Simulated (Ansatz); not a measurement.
**CH7FO2Si2: a ladder of functionals and wavefunction methods**

An exercise on one series of results from a longer session: the logs are not shown, and one member is left open.

The runs use Ansatz 0.2.0, Gaussian basis; functionals in def2-TZVPP, the program's frozen cores in correlated methods.

The runs, in order: PBE-D4, r2SCAN-D4, PBE0-D4, B3LYP-D4, ωB97X-V, ωB97M-V, B2PLYP; CCSD(T)/def2-TZVPP; MP2/def2-QZVPP; extrapolation to the limit.

## The geometry

An earlier PBE0-D4 in a triple-zeta def2 set relaxation fixed the geometry.

13 atoms, charge 0, spin multiplicity 1.

Atoms are counted from 1 here; the program's logs count them from 0.

Bond lengths: C1–Si2 1.845 Å, C1–H7 1.093 Å, C1–H8 1.093 Å, C1–H9 1.093 Å, Si2–F3 1.604 Å, Si2–O4 1.626 Å, Si2–H10 1.479 Å, O4–Si5 1.637 Å, Si5–O6 1.639 Å, Si5–H11 1.477 Å, Si5–H12 1.483 Å, O6–H13 0.959 Å. Angles: Si2–C1–H7 110.4°, Si2–C1–H8 110.5°, Si2–C1–H9 111.0°, H7–C1–H8 108.2°, H7–C1–H9 108.4°, H8–C1–H9 108.2°, C1–Si2–F3 108.2°, C1–Si2–O4 112.0°, C1–Si2–H10 113.7°, F3–Si2–O4 107.5°, F3–Si2–H10 107.1°, O4–Si2–H10 108.0°, Si2–O4–Si5 140.5°, O4–Si5–O6 111.5°, O4–Si5–H11 109.0°, O4–Si5–H12 107.3°, O6–Si5–H11 105.7°, O6–Si5–H12 111.2° and more.

The first run:

Input file in.yaml:

```yaml
crystal:
  periodic: [false, false, false]
  atoms:
    - {symbol: C, position_ang: [-2.011338, -0.036240, -0.392541]}
    - {symbol: Si, position_ang: [-0.777024, 0.639136, 0.801019]}
    - {symbol: F, position_ang: [-0.550475, -0.448481, 1.958583]}
    - {symbol: O, position_ang: [0.663515, 0.913119, 0.098092]}
    - {symbol: Si, position_ang: [1.964256, 0.100465, -0.473987]}
    - {symbol: O, position_ang: [1.734315, -1.521500, -0.410176]}
    - {symbol: H, position_ang: [-1.647087, -0.968999, -0.830649]}
    - {symbol: H, position_ang: [-2.190378, 0.675089, -1.202631]}
    - {symbol: H, position_ang: [-2.964621, -0.236682, 0.102363]}
    - {symbol: H, position_ang: [-1.209534, 1.890094, 1.459810]}
    - {symbol: H, position_ang: [2.142616, 0.424033, -1.903984]}
    - {symbol: H, position_ang: [3.133694, 0.509071, 0.341464]}
    - {symbol: H, position_ang: [1.712070, -1.939114, 0.452657]}
basis:
  gaussian: {orbitals: def2-TZVPP}
hamiltonian: {xc: pbe, dispersion: d4}
output: {forces: true, orbitals: {seedname: orbitals}}
```

Launch:

```console
$ ansatz run in.yaml --threads 2 --pin off --events-out ev --progress --plain --max-ram 22528MiB --backend cuda --devices 0, --max-vram 18GiB
```

Steps of the session up to this table: PBE-D4 (GGA); r2SCAN-D4 (meta-GGA); PBE0-D4 (hybrid); B3LYP-D4 (hybrid); ωB97X-V (range-separated); ωB97M-V (range-separated); B2PLYP (double hybrid); CCSD(T) in def2-TZVPP; MP2 in def2-QZVPP.

One of the session's tables, all rows but one given; the rest of the session is left out.

```
            method  atomisation energy (kJ/mol)
            PBE-D4                       5079.8
         r2SCAN-D4                       5072.5
           PBE0-D4                       5007.2
          B3LYP-D4                       5048.7
           ωB97X-V                       5085.0
           ωB97M-V                       5083.2
            B2PLYP                       5015.5
     HF/def2-TZVPP                       3792.8
    MP2/def2-TZVPP                       5054.5
   CCSD/def2-TZVPP                       4893.0
CCSD(T)/def2-TZVPP                            ?
           MP2/CBS                       5197.4
       CCSD(T)/CBS                       5096.7
```

Estimate the missing values for CCSD(T)/def2-TZVPP.

The run gave: atomisation energy (kJ/mol): 4953.8. In the column «atomisation energy (kJ/mol)» it lies between CCSD/def2-TZVPP (4893.0) and PBE0-D4 (5007.2).

Caveats from the session: Free atoms (1 C, 2 Si, 1 F, 2 O, 7 H) were run apart at each level; the atomisation energy is their sum less the molecule, without zero-point or spin-orbit terms.
